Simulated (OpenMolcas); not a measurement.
# CH5FGeO (SMILES [CH3][GeH]([OH])[F]): levels of theory compared

Aim: a comparison of 6 runs (HF/3-21G, BLYP/cc-pVDZ, PBE0/cc-pVDZ, SVWN5/cc-pVDZ, revPBE/cc-pVDZ, MP2/cc-pVDZ) of CH5FGeO. 

Program for the calculation: OpenMolcas 26.06.

**1. The system as given**

CH5FGeO: 9 atoms, total charge 0, spin state singlet. As SMILES, `[CH3][GeH]([OH])[F]`. The Ge2–F4 distance was set to 3.140 Å, away from the relaxed value. At this shape a bond of the SMILES string is far longer than usual.

Bond lengths: C1–Ge2 1.923 Å, Ge2–O3 1.766 Å, C1–H5 1.090 Å, C1–H6 1.091 Å, C1–H7 1.090 Å, Ge2–H8 1.538 Å, O3–H9 0.960 Å. Angles: C1–Ge2–O3 107.0°, C1–Ge2–H8 118.4°, O3–Ge2–H8 111.2°, Ge2–C1–H5 108.9°, Ge2–C1–H6 110.1°, Ge2–C1–H7 110.2°, Ge2–O3–H9 113.6°, H5–C1–H6 109.1°, H5–C1–H7 109.3°, H6–C1–H7 109.2°.

**2. The energy at HF/3-21G (run 1)**

geom.xyz reads:

```xyz
9

C     -1.377892     1.612831     0.436057
Ge    -0.620592    -0.007769     1.141757
O      0.561108     0.465231     2.365757
F      0.974400    -1.438600    -1.153800
H     -0.569992     2.260831     0.095657
H     -1.946792     2.129431     1.209957
H     -2.035992     1.387231    -0.403243
H     -1.574392    -1.089169     1.677057
H      1.007608    -0.278769     2.775757
```

calc.input reads:

```
&GATEWAY
BasLib
$CurrDir
Coord
geom.xyz
Basis
3-21G
Group
NoSym
&SEWARD
&SCF
Thresholds
1e-10 1e-07 1e-07 1e-05
PrOrbitals
1 1
```

The basis set 3-21G is read from a file made from the Basis Set Exchange's data (not shown).

Launch:

```sh
$ export MOLCAS_MEM=1860
$ pymolcas calc.input > calc.log
```

The program printed:

```text
--- Start Module: gateway ---
[...]
--- Stop Module: gateway /rc=_RC_ALL_IS_WELL_ ---
--- Start Module: seward ---
[...]
      Basis functions           59
--- Stop Module: seward /rc=_RC_ALL_IS_WELL_ ---
[...]
--- Start Module: scf ---
[...]
       Convergence after  18 Iterations
[...]
::    Total SCF energy                              -2279.1247587039
[...]
      Total spin, S                                     0.0000000000
[...]
      Total electronic charge=   60.000000
      Total            charge=   -0.000000
[...]
      Dipole Moment (debye):
      Origin of the operator (angstrom)=   -0.3182    0.0265    0.8809
                   X= -4.6298E+00               Y=  2.6851E+00               Z=  5.2788E+00           Total=  7.5174E+00
      Quadrupole Moment (debye*angstrom):
[...]
--- Stop Module: scf /rc=_RC_ALL_IS_WELL_ ---
[...]
```

Run time: 3.9 s. Hardware: 1 thread of Intel Xeon Platinum 8259CL at 2.50GHz (Skylake/Cascade Lake), shared host; peak memory 0.39 GiB.

**3. The energy at BLYP/cc-pVDZ (run 2)**

test.input reads:

```
* CH5FGeO Kohn-Sham DFT

&gateway
 baslib=$CurrDir
 coord
 9
 angstrom
 C       -1.377892       1.612831       0.436057
 Ge      -0.620592      -0.007769       1.141757
 O        0.561108       0.465231       2.365757
 F        0.974400      -1.438600      -1.153800
 H       -0.569992       2.260831       0.095657
 H       -1.946792       2.129431       1.209957
 H       -2.035992       1.387231      -0.403243
 H       -1.574392      -1.089169       1.677057
 H        1.007608      -0.278769       2.775757
 basis=cc-pVDZ
 group=NoSym

&seward
 gridinput
 Grid=UltraFine
 End of Grid

&scf
 ksdft=BLYP
 thresholds=1e-10 1e-07 1e-07 1e-05
 prorbitals=1
```

The basis set cc-pVDZ is read from a file made from the Basis Set Exchange's data (not shown).

Launch:

```sh
$ export MOLCAS_MEM=1860
$ pymolcas test.input > test.log
```

The program printed:

```text
--- Start Module: gateway ---
[...]
--- Stop Module: gateway /rc=_RC_ALL_IS_WELL_ ---
--- Start Module: seward ---
[...]
      Basis functions           94
--- Stop Module: seward /rc=_RC_ALL_IS_WELL_ ---
[...]
--- Start Module: scf ---
[...]
       Convergence after  21 Iterations
[...]
::    Total KS-DFT energy                           -2293.0780973107
[...]
      Total spin, S                                     0.0000000000
[...]
      Total electronic charge=   60.000000
      Total            charge=   -0.000000
[...]
      Dipole Moment (debye):
      Origin of the operator (angstrom)=   -0.3182    0.0265    0.8809
                   X= -3.4991E+00               Y=  2.7013E+00               Z=  4.3884E+00           Total=  6.2289E+00
      Quadrupole Moment (debye*angstrom):
[...]
--- Stop Module: scf /rc=_RC_ALL_IS_WELL_ ---
[...]
```

It took 54 s on 1 thread of Intel Xeon Platinum 8259CL at 2.50GHz (Skylake/Cascade Lake), shared host; peak memory 0.52 GiB.

Runs 3 to 5 aren't shown in full; the table further down has their settings and results.

**4. The energy at MP2/cc-pVDZ (run 6)**

mol.input reads:

```
* CH5FGeO MP2
>>> EXPORT MOLCAS_PRINT=2

&GATEWAY
  BasLib = $CurrDir
  Coord
  9
  angstrom
  C       -1.377892       1.612831       0.436057
  Ge      -0.620592      -0.007769       1.141757
  O        0.561108       0.465231       2.365757
  F        0.974400      -1.438600      -1.153800
  H       -0.569992       2.260831       0.095657
  H       -1.946792       2.129431       1.209957
  H       -2.035992       1.387231      -0.403243
  H       -1.574392      -1.089169       1.677057
  H        1.007608      -0.278769       2.775757
  Basis = cc-pVDZ
  Group = NoSym

&SEWARD

&SCF
  Thresholds = 1e-10 1e-07 1e-07 1e-05
  PrOrbitals = 1

&MBPT2
  Frozen = 12
```

The basis set cc-pVDZ is read from a file made from the Basis Set Exchange's data (not shown).

Launch:

```sh
$ export MOLCAS_MEM=1860
$ pymolcas mol.input > mol.log
```

The program printed:

```text
--- Start Module: gateway ---
[...]
--- Stop Module: gateway /rc=_RC_ALL_IS_WELL_ ---
[...]
      Basis functions           94
[...]
--- Start Module: scf ---
[...]
       Convergence after  16 Iterations
[...]
::    Total SCF energy                              -2290.2998633857
[...]
      Total spin, S                                     0.0000000000
[...]
      Total electronic charge=   60.000000
      Total            charge=   -0.000000
[...]
      Dipole Moment (debye):
      Origin of the operator (angstrom)=   -0.3182    0.0265    0.8809
                   X= -5.6210E+00               Y=  3.9396E+00               Z=  6.5056E+00           Total=  9.4572E+00
      Quadrupole Moment (debye*angstrom):
[...]
--- Stop Module: scf /rc=_RC_ALL_IS_WELL_ ---
[...]
--- Start Module: mbpt2 ---
[...]
WARNING!
Default frozen orbitals as non valence orbitals is overwritten by user input.
Default values:  17
[...]
       Reference weight ( Cref**2 )         =        0.82935
::    Total MBPT2 energy                            -2290.9523461809
[...]
      Total MBPT2 calculations                           0.52      0.59
--- Stop Module: mbpt2 /rc=_RC_ALL_IS_WELL_ ---
[...]
```

It took 13 s on 1 thread of Intel Xeon Platinum 8259CL at 2.50GHz (Skylake/Cascade Lake), shared host; peak memory 0.52 GiB.

**5. All runs side by side**

```tsv
run	level	integration grid	frozen core orbitals	energy (Eh)	dipole moment (D) of the reference	HOMO energy (eV)	LUMO energy (eV)	wall time
1	HF/3-21G	–	–	-2279.124759	7.52	-8.71	-0.18	3.9 s
2	BLYP/cc-pVDZ	UltraFine	–	-2293.078097	6.23	-4.53	-3.91	54 s
3	PBE0/cc-pVDZ	UltraFine	–	-2292.571001	7.00	-6.54	-3.44	54 s
4	SVWN5/cc-pVDZ	UltraFine	–	-2288.340435	6.36	-4.73	-4.22	43 s
5	revPBE/cc-pVDZ	UltraFine	–	-2292.845833	6.29	-4.55	-3.95	69 s
6	MP2/cc-pVDZ	–	12	-2290.952346	9.46	-9.49	-0.48	13 s
```

**6. Outcome**

| quantity | value |
| --- | --- |
| run 6: total energy | -2290.95235 Eh |
| run 6: dipole moment (mean-field density) | 9.46 D |
| run 6: HOMO energy (Hartree–Fock orbitals) | -9.49 eV |
| run 6: LUMO energy (Hartree–Fock orbitals) | -0.48 eV |
| run 6: HOMO–LUMO gap (Hartree–Fock orbitals) | 9.01 eV |
| run 6: correlation energy (12 core orbitals frozen) | -652.5 mEh |

Over runs 1, 2, 3, 4, 5 the dipole moment (its size) runs from 6.23 D (BLYP/cc-pVDZ) to 7.52 D (HF/3-21G). The two ends differ in method and basis. Over runs 1, 2, 3, 4, 5 the HOMO–LUMO gap runs from 0.51 eV (SVWN5/cc-pVDZ) to 8.53 eV (HF/3-21G). Totals of different functionals can't be ranked against each other. In runs 1, 2, 3, 4, 5, 6 a closed-shell determinant meets a far-stretched bond, which it describes badly. All runs together took 4 min, the longest 69 s.
